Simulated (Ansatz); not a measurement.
# AlN (wurtzite): the cost of one run

Program: Ansatz 0.2.0. Level of theory: DFT LDA, scalar-relativistic, plane waves, PAW. These are calculated values, not measurements.

## (1) The system as given

Symmetry: P6_3mc, No. 186, hexagonal system. The conventional cell has a = 3.110 Å, b = 3.110 Å, c = 4.980 Å, α = 90.00°, β = 90.00°, γ = 120.00°. Al (site symmetry 3m) has 4 N at 1.89 to 1.90 Å as nearest neighbours. N (site symmetry 3m) is surrounded by 4 Al at 1.89 to 1.90 Å.

Structure file:

```
CELL_PARAMETERS angstrom
3.11000 0.00000 0.00000
-1.55500 2.69334 0.00000
0.00000 0.00000 4.98000
ATOMIC_POSITIONS crystal
Al 0.33333 0.66667 0.00000
Al 0.66667 0.33333 0.50000
N 0.33333 0.66667 0.38200
N 0.66667 0.33333 0.88200
```

## (2) Relaxing cell and atoms: AlN (wurtzite), no spin

The input, input.yaml:

```yaml
crystal:
  lattice:
    - [3.11, 0.0, 0.0]
    - [-1.555, 2.6933390058, 0.0]
    - [0.0, 0.0, 4.98]
  atoms:
    - { symbol: Al, position: [0.3333333333, 0.6666666667, 0.0] }
    - { symbol: Al, position: [0.6666666667, 0.3333333333, 0.5] }
    - { symbol: "N", position: [0.3333333333, 0.6666666667, 0.382] }
    - { symbol: "N", position: [0.6666666667, 0.3333333333, 0.882] }
scf:
  occupations: { method: fixed }
output:
  forces: true
  stress: true
  eigenvalues: true
hamiltonian:
  xc: lda
kpoints:
  mp_grid: { grid: [8, 8, 5] }
relax:
  f_tol: 0.001
  max_steps: 60
  cell: { stress_tol: 0.01 }
```

Launch:

```console
$ ansatz run input.yaml --threads 4 --pin off --max-ram 10240MiB --backend cpu --events-out ev --progress --plain --runs-dir out
```

Q: Estimate wall time and peak memory on 4 threads of Intel Xeon 6975P-C (Granite Rapids), shared host.

About 2.8 s, with a peak of 0.38 GiB.
